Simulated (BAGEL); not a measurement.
**C2F4O (trifluoroacetyl fluoride): HF/STO-3G (density fitting with cc-pvqz-jkfit)**

Aim: the vertical ionisation energy of C2F4O (trifluoroacetyl fluoride) at HF/STO-3G (density fitting with cc-pvqz-jkfit), from 2 runs. 

The results are computed with BAGEL 1.2.2.

2 further runs of the same task are left out: 2 set aside as unsound or not needed.

### Step 1. Starting point

C2F4O: 7 atoms, total charge 0, spin state singlet. SMILES: `O=C(F)C(F)(F)F`. Geometry: relaxed at PBE0-D4/def2-TZVP.

Bond lengths: O1–C2 1.172 Å, C2–F3 1.326 Å, C2–C4 1.542 Å, C4–F5 1.330 Å, C4–F6 1.330 Å, C4–F7 1.318 Å. Angles: O1–C2–F3 124.0°, O1–C2–C4 126.4°, F3–C2–C4 109.5°, C2–C4–F5 109.8°, C2–C4–F6 109.8°, C2–C4–F7 110.2°, F5–C4–F6 108.7°, F5–C4–F7 109.1°, F6–C4–F7 109.1°.

### Step 2. A single-point energy at HF/STO-3G (density fitting with cc-pvqz-jkfit)

The input, job.json:

```json
{ "bagel" : [

{
  "title" : "molecule",
  "basis" : "sto-3g",
  "df_basis" : "cc-pvqz-jkfit",
  "angstrom" : "true",
  "geometry" : [
    { "atom" : "O", "xyz" : [       1.061180,      -1.396170,       0.701140 ] },
    { "atom" : "C", "xyz" : [       0.088980,      -0.798110,       0.435150 ] },
    { "atom" : "F", "xyz" : [      -1.136840,      -1.201010,       0.739860 ] },
    { "atom" : "C", "xyz" : [       0.018150,       0.551850,      -0.306440 ] },
    { "atom" : "F", "xyz" : [      -0.697880,       0.418270,      -1.418740 ] },
    { "atom" : "F", "xyz" : [      -0.564330,       1.461580,       0.468830 ] },
    { "atom" : "F", "xyz" : [       1.230750,       0.963590,      -0.619810 ] }
  ]
},

{ "title" : "hf" },

{ "title" : "print", "file" : "orbitals.molden", "orbitals" : "true" }

]}
```

The run is started by

```
$ BAGEL_NUM_THREADS=1 BAGEL job.json > job.out
```

Standard output:

```text
* using 1 threads per process

  ===============================================================
  ===============================================================

  *** Geometry ***

  { "atom" : "O", "xyz" : [      2.005340,     -2.638379,      1.324963 ] },
  { "atom" : "C", "xyz" : [      0.168148,     -1.508209,      0.822314 ] },
  { "atom" : "F", "xyz" : [     -2.148316,     -2.269580,      1.398133 ] },
  { "atom" : "C", "xyz" : [      0.034299,      1.042845,     -0.579088 ] },
  { "atom" : "F", "xyz" : [     -1.318802,      0.790416,     -2.681030 ] },
  { "atom" : "F", "xyz" : [     -1.066429,      2.761986,      0.885960 ] },
  { "atom" : "F", "xyz" : [      2.325780,      1.820921,     -1.171271 ] },

  Number of auxiliary basis functions:      742

  Since a DF basis is specified, we compute 2- and 3-index integrals:
    o Being stored without compression. Storage requirement is 0.007 GB

  Number of basis functions:       35
  Number of electrons      :       56

    * METHOD: MOLECULE                             1.19

  *** RHF ***

  === Nuclear Repulsion ===
   336.9822695523

      * DIIS with orbital gradients will be used.

  === RHF iteration (sto-3g) ===
      0       -540.40909924          0.03284009           0.10
      1       -540.67872346          0.01839645           0.09
      2       -540.77163689          0.00288333           0.11
      3       -540.77586407          0.00101766           0.10
      4       -540.77691360          0.00025341           0.10
      5       -540.77698373          0.00006263           0.09
      6       -540.77698769          0.00001493           0.10
      7       -540.77698788          0.00000267           0.10
      8       -540.77698788          0.00000106           0.10
      9       -540.77698788          0.00000033           0.10
     10       -540.77698788          0.00000009           0.10
     11       -540.77698788          0.00000003           0.10
     12       -540.77698788          0.00000001           0.09
     13       -540.77698788          0.00000000           0.09
    * SCF iteration converged.

    * Permanent dipole moment:
           (    0.176264,    -0.093841,     0.040451) a.u.

    * METHOD: HF                                   1.58

    * METHOD: PRINT                                0.01

  ===============================================================
```

It took 3.6 s on 1 thread of AMD EPYC 7R43 (Zen 3), shared host; peak memory 0.085 GiB.

### Step 3. The doublet cation, same level

The input, input.json:

```json
{ "bagel" : [

{
  "title" : "molecule",
  "basis" : "sto-3g",
  "df_basis" : "cc-pvqz-jkfit",
  "angstrom" : true,
  "geometry" : [
    { "atom" : "O", "xyz" : [    1.061180,   -1.396170,    0.701140 ] },
    { "atom" : "C", "xyz" : [    0.088980,   -0.798110,    0.435150 ] },
    { "atom" : "F", "xyz" : [   -1.136840,   -1.201010,    0.739860 ] },
    { "atom" : "C", "xyz" : [    0.018150,    0.551850,   -0.306440 ] },
    { "atom" : "F", "xyz" : [   -0.697880,    0.418270,   -1.418740 ] },
    { "atom" : "F", "xyz" : [   -0.564330,    1.461580,    0.468830 ] },
    { "atom" : "F", "xyz" : [    1.230750,    0.963590,   -0.619810 ] }
  ]
},
{ "title" : "uhf", "charge" : 1, "nopen" : 1 },
{ "title" : "print", "file" : "orbitals.molden", "orbitals" : true }

]}
```

The run is started by

```
$ BAGEL_NUM_THREADS=1 BAGEL input.json > input.out
```

Standard output:

```text
* using 1 threads per process

  ===============================================================
  ===============================================================

  *** Geometry ***

  { "atom" : "O", "xyz" : [      2.005340,     -2.638379,      1.324963 ] },
  { "atom" : "C", "xyz" : [      0.168148,     -1.508209,      0.822314 ] },
  { "atom" : "F", "xyz" : [     -2.148316,     -2.269580,      1.398133 ] },
  { "atom" : "C", "xyz" : [      0.034299,      1.042845,     -0.579088 ] },
  { "atom" : "F", "xyz" : [     -1.318802,      0.790416,     -2.681030 ] },
  { "atom" : "F", "xyz" : [     -1.066429,      2.761986,      0.885960 ] },
  { "atom" : "F", "xyz" : [      2.325780,      1.820921,     -1.171271 ] },

  Number of auxiliary basis functions:      742

  Since a DF basis is specified, we compute 2- and 3-index integrals:
    o Being stored without compression. Storage requirement is 0.007 GB

  Number of basis functions:       35
  Number of electrons      :       56

    * METHOD: MOLECULE                             0.60

  *** Open-shell HF ***

  === Nuclear Repulsion ===
   336.9822695523

      * DIIS with orbital gradients will be used.

  === UHF iteration (sto-3g) ===
      0       -539.99467922          0.07193329           0.14
      1       -540.29999909          0.04520349           0.13
      2       -540.38473076          0.02739038           0.13
      3       -540.44518713          0.00452756           0.13
      4       -540.45065987          0.00327401           0.13
      5       -540.45951920          0.00212996           0.13
      6       -540.46408769          0.00071571           0.13
      7       -540.46431389          0.00052907           0.14
      8       -540.46460829          0.00041857           0.14
      9       -540.46467314          0.00012268           0.14
     10       -540.46468808          0.00005936           0.14
     11       -540.46469081          0.00002036           0.14
     12       -540.46469154          0.00000859           0.13
     13       -540.46469182          0.00000347           0.13
     14       -540.46469197          0.00000175           0.12
     15       -540.46469200          0.00000131           0.13
     16       -540.46469203          0.00000104           0.13
     17       -540.46469205          0.00000058           0.13
     18       -540.46469206          0.00000038           0.12
     19       -540.46469206          0.00000023           0.12
     20       -540.46469206          0.00000014           0.12
     21       -540.46469206          0.00000008           0.13
     22       -540.46469206          0.00000005           0.13
     23       -540.46469206          0.00000003           0.13
     24       -540.46469206          0.00000001           0.13
     25       -540.46469206          0.00000001           0.13
    * SCF iteration converged.

    * S^2 (UHF) is 0.7969

    * Permanent dipole moment:
           (   -0.266652,     1.336481,    -0.720890) a.u.

    * METHOD: UHF                                  3.53

    * METHOD: PRINT                                0.01

  ===============================================================
```

Wall time 4.8 s (1 thread of AMD EPYC 7R43 (Zen 3), shared host); peak memory 0.082 GiB.

### Step 4. Summary of results

At HF/STO-3G (density fitting with cc-pvqz-jkfit):

| quantity | value |
| --- | --- |
| singlet C2F4O: total energy | -540.77699 Eh |
| singlet C2F4O: dipole moment | 0.52 D |
| singlet C2F4O: HOMO energy | -10.15 eV |
| singlet C2F4O: LUMO energy | 6.89 eV |
| singlet C2F4O: HOMO–LUMO gap | 17.04 eV |
| doublet cation: total energy | -540.46469 Eh |
| doublet cation: ⟨S²⟩ | 0.797 |
| vertical ionisation energy (to the doublet cation) | 8.498 eV |

What this shows: Removing an electron at fixed nuclei costs 8.50 eV (196 kcal/mol). −ε(HOMO) before ionisation, 10.15 eV, is 1.65 eV above this ionisation energy. In a minimal basis such a difference can be off by several eV, whatever the method.
